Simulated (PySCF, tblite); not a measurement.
**C6H9BO2+ (doublet): geometry, infrared bands and EPR parameters**

What infrared bands and EPR parameters should C6H9BO2+ (doublet) (`OB(O)[C@@]12[CH+][CH]C[C@@H]1C2`) show?

Programs: tblite 0.8.0 and PySCF 2.14.0, with density-fitted response routines of our own. Each step states its level of theory. These are calculated values for one molecule in the gas phase, unless marked as measured. Atoms are numbered from 0 throughout.

## (1) The starting structure

18 atoms, charge 1, multiplicity 2; geometry from: force field or distance geometry start.

Bonds of the start (Å): O0–B1 1.47, B1–O2 1.46, B1–C3 1.59, C3–C4 1.50, C4–C5 1.49, C5–C6 1.53, C6–C7 1.53, C7–C8 1.53, C7–C3 1.51, C8–C3 1.52, O0–H9 0.99, O2–H10 1.00, C4–H11 1.08, C5–H12 1.12, C6–H13 1.11, C6–H14 1.12, C7–H15 1.10, C8–H16 1.11, C8–H17 1.11.

## (2) Relaxing the molecule with GFN2-xTB

The job: settings as JSON, then the geometry in Å.

```
{"job": {"kind": "relax", "xc": "GFN2-xTB", "basis": "xTB"}, "charge": 1, "multiplicity": 2}
O      2.938400    -0.498200    -0.505500
B      1.803000     0.309500    -0.031100
O      1.997200     1.729000     0.234700
C      0.413000    -0.390000     0.302900
C     -0.036500    -0.545700     1.724800
C     -1.446600    -0.119100     1.931400
C     -1.938700     0.327000     0.556000
C     -0.766000     0.205600    -0.421100
C     -0.306100    -1.216600    -0.750400
H      2.849500    -0.463900    -1.487300
H      1.741700     2.169700    -0.624300
H      0.588800    -0.947500     2.507900
H     -1.469200     0.729500     2.663100
H     -2.780300    -0.321500     0.235300
H     -2.287000     1.388300     0.598600
H     -0.573800     0.983100    -1.179000
H     -0.956000    -2.026300    -0.358200
H      0.219900    -1.306200    -1.722600
```

On the command line:

```
OMP_NUM_THREADS=1 python probes_run.py task.json out
```

This one command runs all jobs of the session in turn.

**Question.** This job is followed by: GFN2-xTB harmonic vibrations, gas phase; UKS B3LYP, pcH-1 on B C H O, non-relativistic, mean-field spin-orbit, GIAO. Predict these results of the whole session: strongest single infrared mode (GFN2-xTB); zero-point energy (GFN2-xTB); g(iso) (B3LYP); ⟨S²⟩; largest a(iso) (averaged by class).

**Answer**, as computed:

| quantity | value |
| --- | --- |
| strongest single infrared mode (GFN2-xTB) | 1368 cm⁻¹, 409 km/mol |
| zero-point energy (GFN2-xTB) | 87.2 kcal/mol |
| g(iso) (B3LYP) | 2.00328 |
| ⟨S²⟩ | 0.755 (exact 0.75) |
| largest a(iso) (averaged by class) | 1H on H14, 125.4 MHz |

**Reading.** Over 129 steps the energy fell by 3.584 eV; of the close pairs, O0–B1 changed most, 1.472 to 1.336 Å. No mode is imaginary among the 48: a minimum at this level. The strongest single mode, at 1368 cm⁻¹, moves mainly B1. GFN2-xTB is a fitted tight-binding method: band positions and strengths are rough. Its intensities can rank the bands wrongly. The largest share of the spin, 0.46 e, sits on C5. The isotropic g lies 1.0 ppt above the free-electron value.
